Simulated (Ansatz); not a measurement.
Task: a comparison of dispersion corrections of C₂H₅AlF₂, SMILES C[CH2][Al]([F])[F], with Ansatz's Python interface. Give the script and its output. Level of theory (for the species named): revPBE, def2-SVP basis, multiplicity 1, D3BJ dispersion.

```yaml
atoms:
  - { symbol: C, position_ang: [-0.5225, -0.8519, 0.8824] }
  - { symbol: C, position_ang: [0.4722, 0.2225, 0.4751] }
  - { symbol: Al, position_ang: [0.2473, 0.7690, -1.4542] }
  - { symbol: F, position_ang: [0.4917, -0.4577, -2.7463] }
  - { symbol: F, position_ang: [-0.0457, 2.4804, -1.8778] }
  - { symbol: H, position_ang: [-0.4338, -1.0692, 1.9354] }
  - { symbol: H, position_ang: [-0.4377, -1.7193, 0.2528] }
  - { symbol: H, position_ang: [-1.5537, -0.3726, 0.7347] }
  - { symbol: H, position_ang: [0.3716, 1.1454, 1.1551] }
  - { symbol: H, position_ang: [1.4937, -0.1977, 0.6457] }
```

Script `disp.py`:
```python
import ansatz as az


def main() -> None:
    mol = (
        az.Crystal.molecule()
        .atom("C", [-0.5225, -0.8519, 0.8824])
        .atom("C", [0.4722, 0.2225, 0.4751])
        .atom("Al", [0.2473, 0.769, -1.4542])
        .atom("F", [0.4917, -0.4577, -2.7463])
        .atom("F", [-0.0457, 2.4804, -1.8778])
        .atom("H", [-0.4338, -1.0692, 1.9354])
        .atom("H", [-0.4377, -1.7193, 0.2528])
        .atom("H", [-1.5537, -0.3726, 0.7347])
        .atom("H", [0.3716, 1.1454, 1.1551])
        .atom("H", [1.4937, -0.1977, 0.6457])
    )

    calculation = (
        mol.calculation()
        .basis(gaussian="def2-SVP")
        .accuracy("medium")
    )
    for name in ["revpbe", "pbe0"]:
        for correction in ("d3bj", "d4"):
            summary = calculation.functional(name, dispersion=correction).run().report
            print(f"{name:8s} {correction:5s} total {summary['free_energy_ev']:.5f} eV, of which dispersion {1000 * summary['dispersion']['energy']['ev']:.2f} meV")


if __name__ == "__main__":
    main()
```

```console
$ python disp.py
revpbe   d3bj  total -14178.33271 eV, of which dispersion -406.93 meV
revpbe   d4    total -14178.42457 eV, of which dispersion -498.80 meV
pbe0     d3bj  total -14171.04675 eV, of which dispersion -141.17 meV
pbe0     d4    total -14171.04199 eV, of which dispersion -136.41 meV
```

Reading the output:
- The settings weren't tested for convergence.
- The geometry is a force-field or estimated start, not a minimum of this method, and the basis set is short of its limit. D4 holds the three-body term, and d3bj doesn't.
- Timing: 11 s on 1 thread of Arm Neoverse V2, with other jobs on the host, peak memory 0.24 GiB.

(Lines on the test bed's own set-up are left out of the output.)
